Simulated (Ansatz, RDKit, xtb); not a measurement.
**Isomers of C4H5N3OS, a sample narrowed down**

A sample of isomers of C4H5N3OS is drawn. Aim: find which of them has the lowest free energy at 298.15 K, then its properties. The sample is small against all isomers, and the most stable one of this formula need not be in it.

Plan: many cheap relaxations first (GFN2-xTB), then density-functional screening, relaxation at PBE0-D3(BJ)/def2-SVP, vibrations (at GFN2-xTB) and a final energy. The numbers are computed, not measured.

## Step 1: Candidates

Isomers were taken from a list of plausible structures; this is a sample, not all of them. That gives 5 candidates.

```tsv
label	SMILES	spin
c086	O=CCSc1nc[nH]n1	singlet
c122	C[S@](=O)c1nccnn1	singlet
c255	CSc1[nH]nnc1C=O	singlet
c466	CSc1ncnn1C=O	singlet
c778	COc1nsnc1C=N	singlet
```

Candidates are built by distance geometry, with a force field where one applies, in up to four conformers (letters a to d).

Q: Predict the outcome of this search (final energies at CCSD(T)/def2-SVP + MP2/def2-TZVPP - MP2/def2-SVP).

| quantity | value |
| --- | --- |
| lowest structure found | CSc1ncnn1C=O, singlet |
| next finalist | O=CCSc1nc[nH]n1, singlet, 8.2 kcal/mol higher in G |
| share at equilibrium, among the finalists | 100.0 % |

The lowest structure found is `CSc1ncnn1C=O`. The margin of 8.2 kcal/mol over the next finalist is beyond the usual error of the last level; it says nothing of structures that weren't ranked. GFN2-xTB, HF/STO-3G, r2SCAN-D4/def2-SVP, PBE0-D3(BJ)/def2-SVP, HF/def2-SVP and MP2/def2-SVP already put its bonding pattern lowest among the structures in one piece. 2 minima inside the window were never screened. The search is not exhaustive (a finite list of starts, one conformer a finalist), so a lower isomer can't be ruled out. Only 5 drawn patterns were tried, so whole families of isomers are missing, and the result ranks this sample alone.
